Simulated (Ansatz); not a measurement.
# Si2W3: the cost of one run

Computed with Ansatz 0.2.0 (DFT PBE, scalar-relativistic, plane waves, PAW, unless a step's input says otherwise).

## 1. The starting structure

Symmetry: P4/mmm, No. 123, tetragonal system. Conventional cell: a = 3.577 Å, b = 3.577 Å, c = 7.424 Å, α = 90.00°, β = 90.00°, γ = 90.00°. Si (site symmetry mmm) has 4 W at 2.04 Å as nearest neighbours. W (site symmetry 4mm) has 1 W at 1.98 Å and 4 Si at 2.04 Å as nearest neighbours. Around W (site symmetry 4/mmm) lie 2 W at 2.72 Å.

As a file:

```cif
data_structure
_symmetry_space_group_name_H-M 'P4/mmm'
_symmetry_Int_Tables_number 123
_cell_length_a 3.5774
_cell_length_b 3.5774
_cell_length_c 7.4243
_cell_angle_alpha 90.000
_cell_angle_beta 90.000
_cell_angle_gamma 90.000
_cell_volume 95.02
loop_
_atom_site_label
_atom_site_type_symbol
_atom_site_symmetry_multiplicity
_atom_site_Wyckoff_symbol
_atom_site_fract_x
_atom_site_fract_y
_atom_site_fract_z
_atom_site_occupancy
Si1 Si 2 f 0.50000 0.00000 0.00000 1
W1 W 2 g 0.00000 0.00000 0.13301 1
W2 W 1 b 0.00000 0.00000 0.50000 1
```

The cell is invented: random cell by space group and Wyckoff sites (P4/mmm, No. 123). Lengths come from tabulated atomic sizes and are only a guess.

## 2. A first look at the guess

File input.yaml:

```yaml
crystal:
  lattice:
    - [3.57741431, 0.0, 0.0]
    - [0.0, 3.57741431, 0.0]
    - [0.0, 0.0, 7.42431623]
  atoms:
    - { symbol: Si, position: [0.5, 0.0, 0.0] }
    - { symbol: Si, position: [0.0, 0.5, 0.0] }
    - { symbol: W, position: [0.0, 0.0, 0.13301175] }
    - { symbol: W, position: [0.0, 0.0, 0.86698825] }
    - { symbol: W, position: [0.0, 0.0, 0.5] }
basis:
  ecutwfc: 420
kpoints:
  mp_grid: { grid: [6, 6, 4] }
hamiltonian:
  xc: pbe
scf:
  occupations: { method: gaussian, width: 0.1 }
  lower_state_search: "off"
output:
  forces: true
  stress: true
  eigenvalues: true
```

Command:

```bash
$ ansatz run input.yaml --threads 1 --pin off --max-ram 2560MiB --backend cpu --events-out ev --progress --plain --runs-dir out
```

What time and memory should one allow on 1 thread of Intel Xeon Platinum 8259CL at 2.50GHz (Skylake/Cascade Lake), shared host?

About 4.6 s, with a peak of 0.43 GiB.
